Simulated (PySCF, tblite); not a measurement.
# C4H7BO2Si: geometry, infrared bands and NMR shifts

Aim: predict the infrared bands and NMR shifts of C4H7BO2Si (`C#CB[SiH]1OCCO1`).

Programs: tblite 0.8.0 and PySCF 2.14.0, with density-fitted response routines of our own. Each step states its level of theory. These are calculated values for one molecule in the gas phase, unless marked as measured. Atoms count from 0, in the outputs and in this text.

## Step 1: Starting geometry

15 atoms, charge 0, multiplicity 1; geometry from: force field or distance geometry start.

Bonds of the start (Å): C0–C1 1.21, C1–B2 1.52, B2–Si3 1.95, Si3–O4 1.72, O4–C5 1.40, C5–C6 1.54, C6–O7 1.40, O7–Si3 1.70, C0–H8 1.06, B2–H9 1.17, Si3–H10 1.47, C5–H11 1.11, C5–H12 1.12, C6–H13 1.11, C6–H14 1.12.

## Step 2: Geometry optimisation with GFN2-xTB

The job: settings as JSON, then the geometry in Å.

```
{"job": {"kind": "relax", "xc": "GFN2-xTB", "basis": "xTB"}, "charge": 0, "multiplicity": 1}
C      3.035200     0.906200     0.779100
C      2.427600     0.112200     0.094100
B      1.681500    -0.913600    -0.751300
Si    -0.264400    -0.974800    -0.680000
O     -0.771600    -1.244000     0.941600
C     -1.685700    -0.196600     1.133400
C     -1.349300     0.998100     0.215800
O     -0.917500     0.549700    -1.032800
H      3.552700     1.609800     1.375100
H      2.258800    -1.645300    -1.461900
H     -0.814500    -2.015300    -1.566200
H     -2.714700    -0.563900     0.926700
H     -1.646300     0.128000     2.208100
H     -0.543100     1.614200     0.676300
H     -2.252900     1.643100     0.098400
```

On the command line:

```sh
$ OMP_NUM_THREADS=1 python probes_run.py task.json out
```

This one command runs all jobs of the session in turn.

Output:

```text
step      E/eV     max force
  0    -631.68790    2.275
  1    -631.85243    1.553
  2    -631.95860    2.727
  3    -631.95903    2.928
  4    -632.01433    0.445
  5    -632.02234    0.298
  6    -632.03840    0.650
  7    -632.05033    0.566
  8    -632.05826    0.209
  9    -632.06202    0.145
 10    -632.06439    0.186
 11    -632.06626    0.174
 12    -632.06830    0.130
 13    -632.07020    0.104
 14    -632.07163    0.101
 15    -632.07250    0.077
 16    -632.07320    0.077
 17    -632.07406    0.095
 18    -632.07528    0.129
 19    -632.07668    0.146
 20    -632.07790    0.095
 21    -632.07884    0.085
 22    -632.07968    0.097
 23    -632.08061    0.112
 24    -632.08141    0.071
 25    -632.08203    0.058
 26    -632.08269    0.065
 27    -632.08349    0.106
 28    -632.08431    0.098
 29    -632.08493    0.066
 30    -632.08538    0.059
 31    -632.08586    0.076
 32    -632.08652    0.097
 33    -632.08729    0.085
 34    -632.08796    0.058
 35    -632.08851    0.050
 36    -632.08893    0.054
 37    -632.08921    0.042
 38    -632.08942    0.033
 39    -632.08958    0.032
 40    -632.08972    0.035
 41    -632.08989    0.037
 42    -632.09011    0.038
 43    -632.09039    0.040
 44    -632.09065    0.045
 45    -632.09087    0.037
 46    -632.09108    0.038
 47    -632.09127    0.037
 48    -632.09150    0.038
 49    -632.09176    0.039
 50    -632.09203    0.040
 51    -632.09236    0.046
 52    -632.09279    0.059
 53    -632.09328    0.060
 54    -632.09371    0.049
 55    -632.09401    0.042
 56    -632.09422    0.029
 57    -632.09436    0.028
 58    -632.09449    0.025
 59    -632.09463    0.027
 60    -632.09477    0.032
 61    -632.09494    0.032
 62    -632.09512    0.032
 63    -632.09529    0.035
 64    -632.09542    0.026
 65    -632.09554    0.026
 66    -632.09568    0.032
 67    -632.09586    0.040
 68    -632.09610    0.040
 69    -632.09634    0.037
 70    -632.09654    0.037
 71    -632.09669    0.039
 72    -632.09684    0.030
 73    -632.09701    0.033
 74    -632.09717    0.035
 75    -632.09727    0.033
 76    -632.09734    0.027
 77    -632.09746    0.034
 78    -632.09759    0.052
 79    -632.09772    0.046
 80    -632.09780    0.029
 81    -632.09788    0.024
 82    -632.09797    0.033
 83    -632.09807    0.066
 84    -632.09817    0.044
 85    -632.09825    0.048
 86    -632.09830    0.017
 87    -632.09834    0.025
 88    -632.09837    0.031
 89    -632.09841    0.025
 90    -632.09844    0.012
 91    -632.09845    0.011
 92    -632.09847    0.012
 93    -632.09848    0.011
 94    -632.09850    0.014
 95    -632.09855    0.024
 96    -632.09862    0.031
 97    -632.09869    0.027
 98    -632.09874    0.017
 99    -632.09878    0.017
100    -632.09882    0.020
101    -632.09886    0.019
102    -632.09888    0.012
103    -632.09890    0.008
```

It took 1.1 s on 1 thread of Arm Neoverse N1, shared host; peak memory 0.18 GiB.

The steps of the relaxation: (not every step is listed)

```
step  energy from step 0 (eV)  largest force (eV/Å)
   0                   0.0000                2.2755
   1                  -0.1645                1.5531
   2                  -0.2707                2.7268
   3                  -0.2711                2.9276
   4                  -0.3264                0.4454
   5                  -0.3344                0.2982
   6                  -0.3505                0.6505
   7                  -0.3624                0.5663
   8                  -0.3704                0.2088
  17                  -0.3862                0.0949
  26                  -0.3948                0.0649
  35                  -0.4006                0.0498
  44                  -0.4027                0.0446
  53                  -0.4054                0.0596
  62                  -0.4072                0.0324
  71                  -0.4088                0.0385
  80                  -0.4099                0.0291
  89                  -0.4105                0.0249
  98                  -0.4108                0.0166
  99                  -0.4109                0.0171
 100                  -0.4109                0.0197
 101                  -0.4110                0.0193
 102                  -0.4110                0.0117
 103                  -0.4110                0.0081
```

Close pairs (by a distance rule), those that changed most:

```
  bond  before (Å)  after (Å)  change (Å)
Si3–O4       1.720      1.655      -0.065
Si3–O7       1.696      1.657      -0.039
 C1–B2       1.524      1.490      -0.035
C5–H12       1.123      1.092      -0.031
C6–H14       1.116      1.093      -0.023
C6–H13       1.114      1.096      -0.019
C5–H11       1.112      1.095      -0.017
 O4–C5       1.403      1.394      -0.009
```

The end geometry stands in the next job.

## Step 3: Vibrational analysis with GFN2-xTB

The job: settings as JSON, then the geometry in Å.

```
{"job": {"kind": "ir", "xc": "GFN2-xTB", "basis": "xTB"}, "charge": 0, "multiplicity": 1}
C      3.292958     0.809921     0.706678
C      2.645293     0.016103     0.064368
B      1.807529    -0.943046    -0.708799
Si    -0.144881    -0.880459    -0.646718
O     -0.729941    -1.094604     0.886959
C     -1.760431    -0.194940     1.155122
C     -1.571017     1.025337     0.233235
O     -0.799168     0.627209    -0.857914
H      3.863656     1.498070     1.261911
H      2.338300    -1.740391    -1.381795
H     -0.927035    -1.754736    -1.546893
H     -2.721849    -0.676078     0.945299
H     -1.720996     0.082794     2.210913
H     -1.044449     1.829512     0.758895
H     -2.532384     1.403299    -0.124795
```

Output:

```text
mode    cm-1     km/mol
  1      19.3      0.05
  2      50.8      0.81
  3     104.4      3.47
  4     121.5      1.74
  5     144.5      1.56
  6     244.3     16.63
  7     258.2      1.58
  8     403.8     27.58
  9     462.3     31.96
 10     576.6     89.28
 11     614.0      8.14
 12     638.2      3.44
 13     656.7     37.72
 14     666.0     32.28
 15     709.7     36.14
 16     758.0    166.62
 17     774.3     99.63
 18     823.5    191.65
 19     875.0     12.24
 20     931.2     10.28
 21     957.4     24.21
 22    1088.8      4.52
 23    1095.8     84.22
 24    1117.9     73.07
 25    1124.6     94.39
 26    1196.4      4.23
 27    1201.6      4.86
 28    1300.8      8.25
 29    1315.5      0.08
 30    1475.8      0.05
 31    1490.7      0.49
 32    2135.1    422.56
 33    2167.2     29.80
 34    2646.3    117.85
 35    2906.0      6.32
 36    2920.6     96.49
 37    2948.5     48.96
 38    2960.9     44.24
 39    3357.5      0.35
```

Run time: 0.84 s. Hardware: 1 thread of Arm Neoverse N1, shared host; peak memory 0.18 GiB.

Which atoms move in the most intense modes:

```
cm⁻¹  km/mol                                 atoms
 577    89.3            H9 35 %, H10 28 %, B2 24 %
 758   166.6            Si3 34 %, O7 29 %, O4 21 %
 774    99.6            H10 59 %, O4 18 %, O7 13 %
 824   191.7  Si3 41 %, H10 15 %, O4 12 %, O7 12 %
1125    94.4    B2 30 %, C6 17 %, C5 12 %, O7 10 %
2135   422.6                              H10 97 %
2646   117.8                               H9 92 %
2921    96.5                    H11 49 %, H13 41 %
```

## Step 4: Nuclear shieldings: PBE0/pcSseg-1

Settings changed since step 3:

```diff
@@ -1,2 +1,2 @@
-{"job": {"kind": "ir", "xc": "GFN2-xTB", "basis": "xTB"}, "charge": 0, "multiplicity": 1}
+{"job": {"kind": "nmr", "xc": "PBE0", "basis": "pcSseg-1"}, "charge": 0, "multiplicity": 1}
 C      3.292958     0.809921     0.706678
```

With the program's defaults for keys left out, this is: GIAO PBE0/pcSseg-1 NMR shielding, non-relativistic, gas phase.

Output:

```text
coarse grid: 13568 points
cycle   1  E = -620.6149180883  dE =  1.259e+00  |g| = 9.113e-01  |ddm| = 3.604e+00
cycle   2  E = -620.4007228064  dE =  2.142e-01  |g| = 1.404e+00  |ddm| = 2.331e+00
cycle   3  E = -620.7661306545  dE = -3.654e-01  |g| = 1.109e-01  |ddm| = 1.577e+00
cycle   4  E = -620.7672250754  dE = -1.094e-03  |g| = 8.177e-02  |ddm| = 1.321e-01
cycle   5  E = -620.7688251884  dE = -1.600e-03  |g| = 2.916e-02  |ddm| = 7.516e-02
cycle   6  E = -620.7690441619  dE = -2.190e-04  |g| = 5.686e-03  |ddm| = 2.476e-02
cycle   7  E = -620.7690525540  dE = -8.392e-06  |g| = 1.035e-03  |ddm| = 6.243e-03
final grid: 127992 points
cycle   8  E = -620.8369080970  dE = -2.342e-05  |g| = 1.178e-02  |ddm| = 2.646e-02
cycle   9  E = -620.8368820638  dE =  2.603e-05  |g| = 1.699e-02  |ddm| = 2.096e-02
cycle  10  E = -620.8369337409  dE = -5.168e-05  |g| = 1.221e-03  |ddm| = 1.303e-02
cycle  11  E = -620.8369340653  dE = -3.244e-07  |g| = 4.198e-04  |ddm| = 1.407e-03
cycle  12  E = -620.8369340986  dE = -3.324e-08  |g| = 2.043e-04  |ddm| = 3.730e-04
cycle  13  E = -620.8369341090  dE = -1.039e-08  |g| = 4.230e-05  |ddm| = 1.743e-04
cycle  14  E = -620.8369341095  dE = -5.186e-10  |g| = 9.858e-06  |ddm| = 4.859e-05
converged SCF energy = -620.8369341095

GIAO shielding tensors (ppm)
atom      isotropic    diamagn.    paramagn.     s11        s22        s33       span
  0 C       10.547     262.251    -251.704     -3.436     11.467     23.611     27.047
  1 C       84.241     256.549    -172.308    -22.897    -14.656    290.274    313.171
  2 B       10.355     200.030    -189.674   -107.707     -0.600    139.373    247.081
  3 Si     358.255     880.301    -522.047    342.277    352.891    379.597     37.319
  4 O      303.514     398.597     -95.083    255.967    283.947    370.628    114.660
  5 C      120.750     244.529    -123.779     88.134    110.497    163.617     75.483
  6 C      120.189     244.302    -124.112     89.413    108.501    162.654     73.241
  7 O      307.068     399.964     -92.896    247.351    298.648    375.206    127.855
  8 H       24.104      33.604      -9.500     22.077     24.488     25.748      3.670
  9 H       23.473      28.026      -4.554     16.740     26.664     27.014     10.273
 10 H       26.332      29.177      -2.846     22.536     23.178     33.280     10.744
 11 H       27.601      28.656      -1.054     22.541     25.972     34.291     11.750
 12 H       27.376      29.018      -1.642     23.754     25.379     32.996      9.242
 13 H       27.477      30.757      -3.281     22.723     25.690     34.017     11.294
 14 H       27.447      28.439      -0.992     23.674     25.510     33.157      9.483
```

Run time: 50 s. Hardware: 1 thread of Arm Neoverse N1, shared host; peak memory 0.8 GiB.

The references, computed at this level on geometries of the same kind, shield at (ppm): 1H TMS 31.72, 13C TMS 186.9, 29Si TMS 349.2, 17O H2O 336.1, 11B BF3·OEt2 100.1. Their shielding less the atom's gives the shift. The references are single molecules in the gas phase, so shifts against H2O, NH3, PH3, H3PO4 or CFCl3 are not on the usual liquid scales and can be off by tens of ppm. Atoms listed in one row are averaged.

```
   atoms                                                   environment  σ (ppm)  δ (ppm)  δ scaled to CDCl3
      C0                                        terminal alkyne carbon     10.5    176.4              170.2
      C1                                                 alkyne carbon     84.2    102.7               98.3
  C5, C6                                           sp3 CH2 bonded to O    120.5     66.5               62.9
      H9                           hydrogen on a boron bonded to C, Si    23.47     8.24                  –
      H8                          hydrogen on a terminal alkyne carbon    24.10     7.61               7.28
     H10  hydrogen on a silicon bonded to B, 2 O, in a 5-membered ring    26.33     5.39                  –
H12, H13                            hydrogen on an sp3 CH2 bonded to O    27.43     4.29               4.15
H11, H14                            hydrogen on an sp3 CH2 bonded to O    27.52     4.19               4.06
      B2                                      boron bonded to C, Si, H     10.4     89.7                  –
     Si3             silicon bonded to B, 2 O, H, in a 5-membered ring    358.3     -9.1                  –
  O4, O7                  oxygen bonded to C, Si, in a 5-membered ring    305.3     30.8                  –
```

The scaled column applies a straight-line fit of computed shieldings to shifts measured in CDCl3 (root-mean-square error 0.16 ppm for H, 1.9 ppm for C).

The run also stored atomic charges by several schemes (e):

```
 atoms  Mulliken    IAO  Hirshfeld  ESP fit
    C0     -0.21  -0.15      -0.04    -0.28
    C1     -0.03  -0.11      -0.10    -0.13
    B2     -0.03  -0.17       0.10     0.24
   Si3      1.01   1.22       0.42     0.73
O4, O7     -0.63  -0.65      -0.25    -0.49
C5, C6      0.04  -0.07       0.00     0.11
```

Mayer bond orders: C0–C1 2.42, C1–B2 1.12, B2–Si3 0.88, Si3–O4 0.96, O4–C5 0.90, C5–C6 1.04, C6–O7 0.91, O7–Si3 0.96.

Ring of atoms Si3, O4, C5, C6, O7: NICS(0) -7.7, NICS(1) -2.4, NICS(1)zz -7.0 ppm (means of both faces).

## Step 5: Summary of results

```
                                                               quantity                             value
                              strongest single infrared mode (GFN2-xTB)             2135 cm⁻¹, 423 km/mol
                                           zero-point energy (GFN2-xTB)                     64.7 kcal/mol
13C shifts against TMS (PBE0/pcSseg-1, means over atoms taken as alike)            176.4, 102.7, 66.5 ppm
 1H shifts against TMS (PBE0/pcSseg-1, means over atoms taken as alike)  8.24, 7.61, 5.39, 4.29, 4.19 ppm
                            11B shifts against BF3·OEt2 (PBE0/pcSseg-1)                          89.7 ppm
                                29Si shifts against TMS (PBE0/pcSseg-1)                          -9.1 ppm
17O shifts against H2O (PBE0/pcSseg-1, means over atoms taken as alike)                          30.8 ppm
```

Over 103 steps the energy fell by 0.411 eV; of the close pairs, Si3–O4 changed most, 1.720 to 1.655 Å. No mode is imaginary among the 39: a minimum at this level. The strongest single mode, at 2135 cm⁻¹, moves mainly H10. Unscaled tight-binding wavenumbers are off by several per cent, some by more. Its intensities can rank the bands wrongly. At PBE0/pcSseg-1: The largest span, 313 ppm, is at C1, where the paramagnetic term is -172 ppm.
